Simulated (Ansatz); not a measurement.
# C₂H₆ClFSi: small, medium and large basis sets

Aim: see how fast density functionals converge with the basis set for C₂H₆ClFSi.

Program: Ansatz 0.2.0, Gaussian basis. Level of theory: one geometry, several basis sets. These are calculated values, not measurements.

The runs, in order: PBE0-D4/def2-SVP; ωB97M-V/def2-SVP; PBE0-D4/def2-QZVPP; ωB97M-V/def2-QZVPP; the functionals' def2-TZVPP values are taken from earlier runs.

### 1 Structure used throughout

An earlier PBE0-D4 in a triple-zeta def2 set relaxation fixed the geometry.

SMILES `FC[SiH2]CCl`, 11 atoms, charge 0, spin multiplicity 1.

Atoms are counted from 1 here; the program's logs count them from 0.

Bond lengths: F1–C2 1.394 Å, C2–Si3 1.890 Å, C2–H6 1.095 Å, C2–H7 1.094 Å, Si3–C4 1.882 Å, Si3–H8 1.488 Å, Si3–H9 1.486 Å, C4–Cl5 1.787 Å, C4–H10 1.090 Å, C4–H11 1.091 Å. Angles: F1–C2–Si3 109.3°, F1–C2–H6 108.2°, F1–C2–H7 108.2°, Si3–C2–H6 111.8°, Si3–C2–H7 111.1°, H6–C2–H7 108.1°, C2–Si3–C4 109.1°, C2–Si3–H8 109.7°, C2–Si3–H9 109.1°, C4–Si3–H8 108.9°, C4–Si3–H9 109.9°, H8–Si3–H9 110.1°, Si3–C4–Cl5 109.5°, Si3–C4–H10 112.3°, Si3–C4–H11 111.3°, Cl5–C4–H10 107.6°, Cl5–C4–H11 107.5°, H10–C4–H11 108.5°.

Coordinates:

```xyz
11

F    -2.14985    0.43530    0.21551
C    -1.07440    1.03865   -0.43407
Si    0.27791   -0.24850   -0.73141
C     0.84300   -0.94200    0.92402
Cl    1.54684    0.37076    1.91111
H    -1.43868    1.46982   -1.37214
H    -0.71000    1.85581    0.19631
H    -0.26161   -1.36046   -1.55958
H     1.42172    0.39781   -1.42511
H     1.60452   -1.71386    0.81176
H     0.00605   -1.36033    1.48420
```

### 2 PBE0-D4 in def2-SVP

Contents of in.yaml:

```yaml
crystal:
  periodic: [false, false, false]
  atoms:
    - {symbol: F, position_ang: [-2.149851, 0.435300, 0.215513]}
    - {symbol: C, position_ang: [-1.074401, 1.038651, -0.434067]}
    - {symbol: Si, position_ang: [0.277910, -0.248501, -0.731407]}
    - {symbol: C, position_ang: [0.842997, -0.941997, 0.924022]}
    - {symbol: Cl, position_ang: [1.546838, 0.370763, 1.911108]}
    - {symbol: H, position_ang: [-1.438683, 1.469815, -1.372137]}
    - {symbol: H, position_ang: [-0.709996, 1.855807, 0.196310]}
    - {symbol: H, position_ang: [-0.261609, -1.360458, -1.559582]}
    - {symbol: H, position_ang: [1.421718, 0.397811, -1.425114]}
    - {symbol: H, position_ang: [1.604524, -1.713863, 0.811759]}
    - {symbol: H, position_ang: [0.006055, -1.360329, 1.484197]}
basis:
  gaussian: {orbitals: def2-SVP}
hamiltonian: {xc: pbe0, dispersion: d4}
output: {orbitals: {seedname: orbitals}}
```

Run with:

```bash
ansatz run in.yaml --threads 4 --pin off --events-out ev --progress --plain --max-ram 10444MiB
```

Further steps of the session: ωB97M-V in def2-SVP; PBE0-D4 in def2-QZVPP; ωB97M-V in def2-QZVPP.

Q: Predict the results of all the runs planned. Wanted: PBE0-D4: double and triple zeta above quadruple; ωB97M-V: double and triple zeta above quadruple.

As calculated:

| quantity | value |
| --- | --- |
| PBE0-D4: double and triple zeta above quadruple | 13.85, 0.91 eV |
| ωB97M-V: double and triple zeta above quadruple | 13.99, 0.86 eV |

For PBE0-D4 the step from double to triple zeta gains 12.94 eV and the next only 0.91 eV. Total energies overstate the basis error of differences, where much of it tends to cancel. The LUMO of ωB97M-V is positive and keeps falling with the basis (2.62 to 1.36 eV): an unbound level that the basis holds in place.
